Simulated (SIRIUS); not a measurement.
Crystal: HfIn4SiO6.

```
Hf In Si O
1.0
     5.27743    0.00000    0.00000
    -2.63872    4.57039    0.00000
     0.00000    0.00000   10.55905
Hf In Si O
1 4 1 6
Direct
  0.66667 0.33333 0.00000
  0.00000 0.00000 0.30446
  0.00000 0.00000 0.69554
  0.33333 0.66667 0.78919
  0.33333 0.66667 0.21081
  0.00000 0.00000 0.00000
  0.97300 0.70496 0.89972
  0.29504 0.02700 0.10028
  0.29504 0.26804 0.89972
  0.73196 0.70496 0.10028
  0.73196 0.02700 0.89972
  0.97300 0.26804 0.10028
```

The cell was built by a generator and needn't be a form met in nature.

| Property | Result |
| --- | --- |
| Program | SIRIUS 7.12.0 |
| Task | single point |
| Functional | PBE |
| Potentials or basis | PseudoDojo 0.4.1 PBE standard (scalar relativistic) |
| Cutoff | 1152 eV |
| Density cutoff | 4606 eV |
| k mesh | 6 × 6 × 3 |
| Occupations | fermi-dirac, width 0.05 eV |
| Spin | no spin polarisation |

On this cell: pressure -0.4 GPa; largest force 0.118 eV/Å; band gap on the k mesh 0.06 eV.

The same run follows on a disturbed copy (atoms moved at random, drawn with an rms of 0.05 Å):

```xyz
12
Lattice="5.2774 0.0000 0.0000 -2.6387 4.5704 0.0000 0.0000 0.0000 10.5590" Properties=species:S:1:pos:R:3 pbc="T T T"
Hf    2.6474    1.4720    0.0583
In   -0.0205    0.0902    3.2093
In   -0.0141    0.0061    7.3139
In   -0.0011    3.0548    8.3506
In   -0.0229    3.0583    2.2084
Si   -0.0428    0.0056    0.0159
O     3.2584    3.2345    9.4421
O     1.4685    0.1725    1.0632
O     0.8798    1.2444    9.4517
O     2.0171    3.1816    1.0337
O     3.7538    0.1453    9.5469
O     4.4203    1.2378    1.0676
```

Question: What does the disturbed cell give?

Answer: The energy moves by +18.5 meV/atom; pressure 0.1 GPa; largest force 2.148 eV/Å; band gap on the k mesh none (metal or under the smearing width).

Forces in eV/Å, atoms in the order of the input:
```
Hf  -0.785  1.339 -1.485
In   0.015 -0.174  0.218
In   0.102 -0.066  0.148
In  -0.037 -0.037 -0.099
In   0.182  0.144  0.162
Si   0.807 -0.384 -1.251
O   -0.244 -0.101  0.836
O   -0.385 -0.586  0.286
O   -0.394 -0.344  0.671
O   -0.133  0.821  0.360
O    0.514 -0.394 -0.105
O    0.358 -0.219  0.257
```

Stress tensor (GPa, compression positive):
```
 0.18 -0.55  0.12
-0.55 -0.01  0.64
 0.12  0.64  0.01
```

Caveats: spin-orbit coupling is left out, which moves the levels of the heavy elements (some runs); an odd mesh through Γ misses points on the zone boundary, where band edges often lie (some runs).
